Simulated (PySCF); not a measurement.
**A diatomic session: BeO**

The task here is to estimate one member of a computed series from the others.

The runs use PySCF 2.14.0; Be x2c-SVPall, O x2c-SVPall, spin-free X2C with a Gaussian nucleus.

The first run:

The job is set up so:

| Item | Value |
| --- | --- |
| atoms | Be, O |
| charge | 0 |
| basis | Be x2c-SVPall, O x2c-SVPall |
| Hamiltonian | spin-free X2C with a Gaussian nucleus |
| basis functions | 23 |
| electrons treated | 12 |
| masses in u | 9.0122, 15.9949 |
| levels | PBE0, PBE, r²SCAN, B97-3, B3LYP, BLYP, HF, MP2, SCS-MP2, CCSD, CCSD(T) |
| grid | 80 radial by 434 angular points |
| occupations | held fixed by the projection of orbital angular momentum |
| dissociation limit | Be + O, each in its ground configuration |
| starting distance in angstrom | 1.560 |
| values of 2S to try | 0, 2 |

Started as:

```console
$ OMP_NUM_THREADS=1 python dia.py task.json out
```

Among the steps run: Set-up; The PBE0 curve of the state that the search chose; Higher solutions at PBE0; PBE (GGA); r²SCAN (meta-GGA); B97-3 (global hybrid GGA); B3LYP (global hybrid GGA); BLYP (GGA); RHF; MP2 and coupled cluster.

One table of the session follows, with a row left open; its other results are not shown here.

It belongs to the step «Constants by level of theory». 

```
      level  Re (Å)  ωe (cm⁻¹)  De (eV)
        RHF   1.311       1687     1.29
    RHF-MP2       ?          ?        ?
RHF-SCS-MP2   1.369       1380     4.10
   RHF-CCSD   1.351       1496     3.20
RHF-CCSD(T)   1.370       1374     3.45
        PBE   1.359       1437     5.05
       BLYP   1.358       1438     5.02
     r²SCAN   1.349       1484     4.67
      B3LYP   1.339       1516     4.53
       PBE0   1.338       1527     4.30
      B97-3   1.337       1536     4.39
   measured  1.3309    1487.32      n/a
```

Estimate the missing values for RHF-MP2.

As computed: Re (Å): 1.375; ωe (cm⁻¹): 1348; De (eV): 4.43. In the column «Re (Å)» it is the highest.

De is counted to Be + O in their ground configurations.
